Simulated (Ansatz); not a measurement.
# GeH₄S (built from SMILES [SH][GeH3]): functionals against CCSD(T) at one geometry

The atoms stand at a displaced guess of a reacting structure. How far do the functionals agree with CCSD(T) there?

Method: single points in def2-TZVPP; program: Ansatz 0.2.0, Gaussian basis.

Correlated methods freeze the cores. Filled d shells of the heavier atoms are correlated.

## 1. The system as given

6 atoms, charge 0, spin multiplicity 1.

Atoms are counted from 1 here; the program's logs count them from 0.

Bond lengths: Ge1–H5 1.730 Å, S2–H6 1.354 Å.

Coordinates:

```xyz
6
GeH4S
Ge   -1.25980    0.72540   -0.39050
S     1.41220    0.83940    0.26540
H     0.43030   -0.42610   -0.79570
H    -0.42740   -0.78340   -1.36580
H    -1.41000   -0.45960    0.86110
H     1.24150    0.08860    1.37890
```

## 2. CCSD(T)/def2-TZVPP

The input, run/in.yaml:

```yaml
crystal:
  periodic: [false, false, false]
  atoms:
    - {symbol: Ge, position_ang: [-1.259800, 0.725400, -0.390500]}
    - {symbol: S, position_ang: [1.412200, 0.839400, 0.265400]}
    - {symbol: H, position_ang: [0.430300, -0.426100, -0.795700]}
    - {symbol: H, position_ang: [-0.427400, -0.783400, -1.365800]}
    - {symbol: H, position_ang: [-1.410000, -0.459600, 0.861100]}
    - {symbol: H, position_ang: [1.241500, 0.088600, 1.378900]}
basis:
  gaussian: {orbitals: def2-TZVPP}
correlation: {method: ccsd_t}
output: {forces: true}
```

The command line of these runs was not kept.

## 3. PBE0-D4/def2-TZVPP

Changes to run/in.yaml since step 2:

```diff
@@ -11,3 +11,3 @@
   gaussian: {orbitals: def2-TZVPP}
-correlation: {method: ccsd_t}
-output: {forces: true}
+hamiltonian: {xc: pbe0, dispersion: d4}
+output: {forces: true, orbitals: {seedname: orbitals}}
```

## 4. wB97M-V/def2-TZVPP

Changes to run/in.yaml since step 3:

```diff
@@ -11,3 +11,3 @@
   gaussian: {orbitals: def2-TZVPP}
-hamiltonian: {xc: pbe0, dispersion: d4}
-output: {forces: true, orbitals: {seedname: orbitals}}
+hamiltonian: {xc: {name: wB97M-V}}
+output: {forces: true}
```

## 5. r2SCAN-D4/def2-TZVPP

Changes to run/in.yaml since step 4:

```diff
@@ -11,3 +11,3 @@
   gaussian: {orbitals: def2-TZVPP}
-hamiltonian: {xc: {name: wB97M-V}}
+hamiltonian: {xc: r2scan, dispersion: d4}
 output: {forces: true}
```

## 6. PBE-D4/def2-TZVPP

Changes to run/in.yaml since step 5:

```diff
@@ -11,3 +11,3 @@
   gaussian: {orbitals: def2-TZVPP}
-hamiltonian: {xc: r2scan, dispersion: d4}
+hamiltonian: {xc: pbe, dispersion: d4}
 output: {forces: true}
```

## 7. BHLYP-D4/def2-TZVPP

Changes to run/in.yaml since step 6:

```diff
@@ -11,3 +11,3 @@
   gaussian: {orbitals: def2-TZVPP}
-hamiltonian: {xc: pbe, dispersion: d4}
+hamiltonian: {xc: {name: BHLYP}, dispersion: d4}
 output: {forces: true}
```

## 8. r2SCAN0-D4/def2-TZVPP

Changes to run/in.yaml since step 7:

```diff
@@ -11,3 +11,3 @@
   gaussian: {orbitals: def2-TZVPP}
-hamiltonian: {xc: {name: BHLYP}, dispersion: d4}
+hamiltonian: {xc: {name: r2SCAN0}, dispersion: d4}
 output: {forces: true}
```

(Steps that only read results are left out.)

Q: Predict the outcome of this session. Wanted: energy less free atoms, CCSD(T)/def2-TZVPP; RMS force component; RMS force error; HOMO and LUMO, PBE0-D4; T1 diagnostic.

**Answer**, as computed:

| quantity | value |
| --- | --- |
| energy less free atoms, CCSD(T)/def2-TZVPP | -13.189 eV |
| RMS force component | 0.776 to 1.009 eV/Å over the methods |
| RMS force error | PBE0-D4 0.076, wB97M-V 0.041, r2SCAN-D4 0.106, PBE-D4 0.228, BHLYP-D4 0.119, r2SCAN0-D4 0.072 eV/Å |
| HOMO and LUMO, PBE0-D4 | -7.04 and -2.15 eV |
| T1 diagnostic | 0.015 |

What this shows: Against CCSD(T) the functionals' energies less atoms differ by -0.854 to +0.056 eV, PBE-D4 by -0.854 eV. The reference is not at the basis limit: in triple zeta CCSD(T) underbinds, which counts against methods that bind more; the gaps are no ranking. For forces wB97M-V does best and PBE-D4 worst. Frozen-core CCSD(T) forces in triple zeta carry basis errors of their own, and this is one geometry, so small gaps rank nothing.
